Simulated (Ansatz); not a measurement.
**Li+ with CH₄O: structure and interaction energy**

The task here is to estimate one member of a computed series from the others.

The runs use Ansatz 0.2.0, Gaussian basis; PBE0-D4 structure, single points in def2-TZVPPD.

Levels: PBE-D4, revPBE-D4, BLYP-D4, r2SCAN-D4, B97M-V, PBE0-D4, B3LYP-D4, HSE06-D4, wB97X-V, wB97M-V, B2PLYP, Hartree-Fock, MP2, CCSD, CCSD(T). The reference is CCSD(T) extrapolated to the basis limit.

Correlated methods freeze the cores. The outer core shell of Li, Na, Mg and K is correlated. B3LYP uses VWN-RPA correlation. B2PLYP carries no dispersion term here.

163 further runs of the same task are left out: 163 set aside as unsound or not needed.

### Where the work starts

The pair, from a GFN2-xTB docking trial: 7 atoms, charge 1, spin multiplicity 1.

Atoms are counted from 1 here; the program's logs count them from 0.

Bond lengths: Li1–O3 1.750 Å, C2–O3 1.444 Å, C2–H4 1.093 Å, C2–H5 1.090 Å, C2–H6 1.093 Å, O3–H7 0.966 Å. Angles: O3–C2–H4 110.1°, O3–C2–H5 108.0°, O3–C2–H6 110.0°, H4–C2–H5 109.3°, H4–C2–H6 109.8°, H5–C2–H6 109.4°, Li1–O3–C2 122.7°, Li1–O3–H7 132.8°, C2–O3–H7 104.4°.

Geometry (Å):

| atom | x (Å) | y (Å) | z (Å) |
| --- | --- | --- | --- |
| Li1 | -0.09830 | 0.28530 | -2.22060 |
| C2 | 0.29170 | -0.25830 | 0.50500 |
| O3 | -0.48200 | 0.40480 | -0.51770 |
| H4 | 0.65470 | 0.47030 | 1.23420 |
| H5 | 1.14200 | -0.74280 | 0.02440 |
| H6 | -0.31970 | -1.01150 | 1.00790 |
| H7 | -1.18840 | 0.85220 | -0.03320 |

Atoms 1 to 1 are fragment A (Li+), the rest fragment B (CH₄O).

Set-up of the first run:

Contents of pre/in.yaml:

```yaml
crystal:
  periodic: [false, false, false]
  atoms:
    - {symbol: Li, position_ang: [-0.098300, 0.285300, -2.220600]}
    - {symbol: C, position_ang: [0.291700, -0.258300, 0.505000]}
    - {symbol: O, position_ang: [-0.482000, 0.404800, -0.517700]}
    - {symbol: H, position_ang: [0.654700, 0.470300, 1.234200]}
    - {symbol: H, position_ang: [1.142000, -0.742800, 0.024400]}
    - {symbol: H, position_ang: [-0.319700, -1.011500, 1.007900]}
    - {symbol: H, position_ang: [-1.188400, 0.852200, -0.033200]}
basis:
  gaussian: {orbitals: def2-SVP}
total_charge: 1
hamiltonian: {xc: pbe, dispersion: d4}
relax: {f_tol: 0.03, max_steps: 250}
```

Command:

```console
> ansatz run in.yaml --threads 2 --pin off --events-out ev --progress --plain --max-ram 5222MiB
```

Steps of the session up to this table: A first relaxation in a small basis; Relaxation at PBE0-D4; wB97X-V/def2-TZVPPD; wB97M-V/def2-TZVPPD; B2PLYP/def2-TZVPPD; B97M-V/def2-TZVPPD; CCSD(T)/def2-TZVPPD; Vibrations of the pair.

One of the session's tables, all rows but one given; the rest of the session is left out.

| method | interaction (meV) |
| --- | --- |
| PBE-D4 | -1635 |
| revPBE-D4 | -1585 |
| BLYP-D4 | -1658 |
| r2SCAN-D4 | -1581 |
| B97M-V | -1600 |
| PBE0-D4 | -1675 |
| B3LYP-D4 | -1703 |
| HSE06-D4 | ? |
| wB97X-V | -1653 |
| wB97M-V | -1656 |
| B2PLYP | -1670 |
| Hartree-Fock | -1701 |
| MP2 | -1596 |
| CCSD | -1614 |
| CCSD(T) | -1594 |
| CCSD(T)/CBS | -1642 |

Estimate the missing values for HSE06-D4.

The run gave: interaction (meV): -1674. In the column «interaction (meV)» it lies between PBE0-D4 (-1675) and B2PLYP (-1670).
